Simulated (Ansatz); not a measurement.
# GeW: the cost of one run

Program: Ansatz 0.2.0, Gaussian basis. Level of theory: def2-TZVPP, core rule «outside noble gas», up to 18 orbitals frozen. These are calculated values, not measurements.

Plan: UHF; CCSD(T) on ROHF; CCSD(T) on UHF; CCSDT(Q) on ROHF; CCSDT(Q) on UHF; CASSCF and MRCISD+Q, 9 electrons in 10 orbitals; CASSCF and NEVPT2, 9 electrons in 10 orbitals.

4 further runs of the same task are left out: 1 for a known fault of the program, 1 that didn't finish, 2 set aside as unsound or not needed.

## 1. The system

The geometry is a PBE0/def2-TZVP stationary point (not a proven minimum) of the parent state, kept for this charge and spin. No spin-orbit coupling is included. Elements past krypton take def2 core potentials. The filled d shell of Ge may be among the frozen orbitals whatever the setting's name suggests; the logs give the count.

2 atoms, charge 1, spin multiplicity 4.

Atoms are counted from 1 here; the program's logs count them from 0.

Bond lengths: W1–Ge2 2.450 Å.

## 2. UHF

Contents of in.yaml:

```yaml
crystal:
  periodic: [false, false, false]
  atoms:
    - {symbol: W, position_ang: [0.000000, 0.000000, 0.000000]}
    - {symbol: Ge, position_ang: [0.000000, 0.000000, 2.449800]}
basis:
  gaussian: {orbitals: def2-TZVPP}
total_charge: 1
magnetization: {spin_polarized: true, initial_magnetization: 3}
hamiltonian: {xc: hf}
output: {orbitals: {seedname: orbitals}}
```

Started as:

```
$ ansatz run in.yaml --threads 1 --pin off --events-out ev --progress --plain --max-ram 3968MiB --backend cpu
```

Q: Estimate wall time and peak memory on 1 thread of AMD EPYC 7R13, shared host.

About 51 s, with a peak of 0.35 GiB.
